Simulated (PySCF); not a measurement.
# CH6O3Si: the cost of one run

The runs use PySCF 2.14.0, with density-fitted response routines of our own; the level of theory stands in each step. All values are computed, except where a source is named. Atoms are numbered from 0 throughout.

**1. The starting structure**

11 atoms, charge 0, multiplicity 1; geometry from: GFN2-xTB. The atoms were then displaced at random by about 0.01 Å, so the start is not that level's minimum.

Bonds of the start (Å): C0–Si1 1.92, Si1–O2 1.64, Si1–O3 1.63, Si1–O4 1.62, C0–H5 1.10, C0–H6 1.09, C0–H7 1.05, O2–H8 0.94, O3–H9 0.95, O4–H10 0.96.

**2. Optimising the geometry at PBE0-D3(BJ)/def2-TZVP**

What the job is given:

```
{"job": {"xc": "PBE0", "basis": "def2-TZVP", "d3": "d3bj", "grid": 2, "shake": 0.01, "kind": "geom"}, "charge": 0, "multiplicity": 1}
C      1.164650    -0.336400    -0.799050
Si    -0.380990     0.096610     0.257660
O     -1.767920    -0.409350    -0.463670
O     -0.470830     1.708980     0.497100
O     -0.283890    -0.618980     1.710240
H      1.003400     0.010920    -1.835090
H      2.046120     0.179510    -0.428280
H      1.359240    -1.372660    -0.821460
H     -1.994910    -1.318310    -0.360570
H     -0.881110     2.244240    -0.178040
H      0.244360    -0.210390     2.405480
```

On the command line:

```sh
OMP_NUM_THREADS=1 python probes_run.py task.json out
```

This one command runs all jobs of the session in turn.

**Question.** How long does this first job take on 1 thread of Arm Neoverse V1, shared host, and how much memory does it need?

About 6.4 min, with a peak of 0.73 GiB.
